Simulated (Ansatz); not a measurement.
Run this with the Python package of Ansatz (0.2.0) and show what comes out.

The script, `tipd3_phonons.py`:
```python
'''Harmonic phonons of TiPd3.'''

from pathlib import Path

import ansatz as az
from ase import Atoms
import numpy as np


def main() -> None:
    atoms = Atoms(
        ['Ti', 'Pd', 'Pd', 'Pd'],
        scaled_positions=[
            [0.0, 0.0, 0.0],
            [0.0, 0.5, 0.5],
            [0.5, 0.0, 0.5],
            [0.5, 0.5, 0.0],
        ],
        cell=[
            [3.82, 0.0, 0.0],
            [0.0, 3.82, 0.0],
            [0.0, 0.0, 3.82],
        ],
        pbc=True,
    )
    system = az.Crystal.from_ase(atoms)

    # the cell itself: zone-centre modes alone
    calculation = (
        system.calculation()
        .functional('LDA')
        .pseudopotentials('paw')
        .basis(17 * az.Ha)
        .occupations(az.OccupationsMethod.COLD, width=0.15)
        .kpoints(7, 7, 7)  # the mesh must be finer for metals
        .phonons('fd', supercell=1)
    )
    outcome = calculation.run(runs_dir='runs')
    folder = Path(outcome.output_folder) / 'results'
    ph = outcome.phonons

    print('modes at Gamma (1/cm):', np.round(ph.gamma_omega_inv_cm, 1) + 0.0)
    print(f'{ph.n_members} displaced supercells, sum-rule residual {ph.asr_residual_pre_ev_ang2:.1e} eV/A^2')
    optical = np.sort(ph.gamma_omega_inv_cm)
    print('imaginary modes at Gamma:', int((optical < -10).sum()), '- highest mode', round(float(optical[-1]), 1), '1/cm')


if __name__ == '__main__':
    main()
```

```console
$ python tipd3_phonons.py
modes at Gamma (1/cm): [  0.    0.    0.  150.4 150.4 150.4 163.8 163.8 163.8 232.5 232.5 232.5]
2 displaced supercells, sum-rule residual 7.7e-04 eV/A^2
imaginary modes at Gamma: 0 - highest mode 232.5 1/cm
```

Reading the output:
- The cell isn't relaxed first, so the values belong to this volume.
- The mesh is modest for a metal, so energies can be off by several to tens of meV an atom and pressures by half a GPa or more; differences at equal mesh fare better.
- The starting cell is as deposited in a crystallographic database; the results hold for this polymorph, which needn't be the stable one.
- The structure is taken as given and the supercell is small; imaginary modes can come from an unrelaxed or unstable start. Phonons of metals also depend on mesh and smearing.
- Run time: 38 s on 1 thread of Arm Neoverse V1 (shared host), peak memory 0.51 GiB.
